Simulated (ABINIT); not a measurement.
Input of an ABINIT 10.8.3 (patched build) run:

Contents of run.abi:

```
# Pseudopotentials
pp_dirpath "./"
pseudos "Si.upf, O.upf"

# Structure
acell 3*1.0 Angstrom
rprim
     2.7652514600     0.0000000000     0.0000000000
     0.0000000000     2.7652514600     0.0000000000
     0.0000000000     0.0000000000     2.7652514600
ntypat 2
znucl 14 8
natom 2
typat 1 2
xred
     0.0000000000     0.0000000000     0.0000000000
     0.5000000000     0.5000000000     0.5000000000
chkprim 0
chksymtnons 0
tolsym 1.0e-6

# Plane-wave basis
ecut 42.0

# k points
kptopt 1
ngkpt 7 7 7
nshiftk 1
shiftk 0.0 0.0 0.0

# Exchange and correlation
ixc -116133

# Bands and occupations
nband 9
occopt 3
tsmear 0.00183747

# SCF cycle
nstep 100
tolvrs 1.0e-10

# Output
iomode 3
prtwf 0
prtden 0
prteig 0
prtebands 0
enunit 2
```

Potentials or basis: PseudoDojo NC SR PBEsol v0.4.1 standard.

Run with:

```console
$ abinit run.abi > log 2>&1
```

Task: Estimate the band gap on the k mesh.

Result: None (metal or under the smearing width).

Task: Predict the pressure.

Result: 0.0 GPa.
